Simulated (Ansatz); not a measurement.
# CH6Si + HCl: a complex and its separated parts

Aim: how far the complex at one end of a reaction step lies below its separated, relaxed parts, level by level.

Method: PBE0-D4/def2-TZVP structures, single points in def2-TZVPP, no counterpoise correction; program: Ansatz 0.2.0, Gaussian basis.

Levels: SPW92, PBE-D4, BLYP-D4, r2SCAN-D4, B97M-V, PBE0-D4, B3LYP-D4, r2SCAN0-D4, BHLYP-D4, CAM-B3LYP-D4, wB97X-V, wB97M-V, B2PLYP, PBE-QIDH, RPA on PBE, Hartree-Fock, MP2, CCSD, CCSD(T).

Cores are frozen in the correlated methods. B3LYP uses VWN-RPA correlation. B2PLYP carries no dispersion term here.

94 further runs of the same task are left out: 94 set aside as unsound or not needed.

## (1) The starting structure

The complex: 10 atoms, charge 0, spin multiplicity 1.

Atoms are counted from 1 here; the program's logs count them from 0.

Bond lengths: Si1–H3 1.486 Å, Si1–H4 1.486 Å, Si1–C5 1.867 Å, Si1–H7 1.496 Å, Cl2–H6 1.286 Å, C5–H8 1.092 Å, C5–H9 1.092 Å, C5–H10 1.092 Å. Angles: H3–Si1–H4 109.0°, H3–Si1–C5 111.6°, H3–Si1–H7 107.0°, H4–Si1–C5 111.6°, H4–Si1–H7 107.0°, C5–Si1–H7 110.4°, Si1–C5–H8 111.0°, Si1–C5–H9 110.4°, Si1–C5–H10 111.0°, H8–C5–H9 108.2°, H8–C5–H10 108.0°, H9–C5–H10 108.2°.

Coordinates:

```xyz
10
charge 0, multiplicity 1
Si   -0.61445   -0.65250    0.70486
Cl    3.08084    0.32206   -0.83036
H    -1.38447   -1.84752    0.27166
H    -1.09906   -0.22292    2.04249
C    -0.73170    0.72958   -0.54416
H     2.21319   -0.29321   -0.10755
H     0.80810   -1.08526    0.87290
H    -0.14688    1.59501   -0.22532
H    -1.77020    1.04549   -0.66644
H    -0.35529    0.40926   -1.51798
```

Its parts: CH6Si holds atoms 1, 3, 4, 5, 7, 8, 9, 10; HCl holds atoms 2, 6. Each part counts its atoms afresh in its own runs.

## (2) Relaxing CH6Si alone

File relax-a/in.yaml:

```yaml
crystal:
  periodic: [false, false, false]
  atoms:
    - {symbol: Si, position_ang: [-0.614454, -0.652502, 0.704855]}
    - {symbol: H, position_ang: [-1.384469, -1.847518, 0.271665]}
    - {symbol: H, position_ang: [-1.099057, -0.222919, 2.042492]}
    - {symbol: C, position_ang: [-0.731699, 0.729582, -0.544161]}
    - {symbol: H, position_ang: [0.808105, -1.085261, 0.872901]}
    - {symbol: H, position_ang: [-0.146879, 1.595013, -0.225325]}
    - {symbol: H, position_ang: [-1.770199, 1.045486, -0.666438]}
    - {symbol: H, position_ang: [-0.355288, 0.409264, -1.517981]}
basis:
  gaussian: {orbitals: def2-TZVP}
hamiltonian: {xc: pbe0, dispersion: d4}
relax: {f_tol: 0.005, max_steps: 200}
```

Run with:

```sh
$ ansatz run in.yaml --threads 4 --pin off --events-out ev --progress --plain --max-ram 9574MiB
```

The runs that follow: Relaxing HCl alone; SPW92/def2-TZVPP; PBE-D4/def2-TZVPP; BLYP-D4/def2-TZVPP; r2SCAN-D4/def2-TZVPP; B97M-V/def2-TZVPP; PBE0-D4/def2-TZVPP; B3LYP-D4/def2-TZVPP; r2SCAN0-D4/def2-TZVPP; BHLYP-D4/def2-TZVPP; CAM-B3LYP-D4/def2-TZVPP; wB97X-V/def2-TZVPP; wB97M-V/def2-TZVPP; B2PLYP/def2-TZVPP; PBE-QIDH/def2-TZVPP; RPA on PBE/def2-TZVPP; CCSD(T)/def2-TZVPP; Vibrations of CH6Si; Vibrations of HCl.

**Question.** What will these runs give? Wanted: complex less parts, CCSD(T)/def2-TZVPP; with zero-point energy; largest T1 diagnostic.

**Answer**, as computed:

| quantity | value |
| --- | --- |
| complex less parts, CCSD(T)/def2-TZVPP | -1.62 kcal/mol |
| with zero-point energy | -0.75 kcal/mol |
| largest T1 diagnostic | 0.010 |

In words: At CCSD(T) the complex lies 1.62 kcal/mol below its parts. Among the functionals PBE-QIDH lands nearest to CCSD(T) (+0.14 kcal/mol) and SPW92 farthest (-2.73 kcal/mol). By rung, the mean size of the error is: LDA 2.73, GGA 1.05, meta-GGA 0.57, hybrid 0.56, range-separated hybrid 0.36, double hybrid 0.31 kcal/mol. PBE-D4 gives a relative energy 1.27 kcal/mol too low, an error of 79 % of the reference. No counterpoise was applied, and triple zeta lacks some correlation, so the CCSD(T) reference has a basis error of its own, and close matches with it are partly luck.
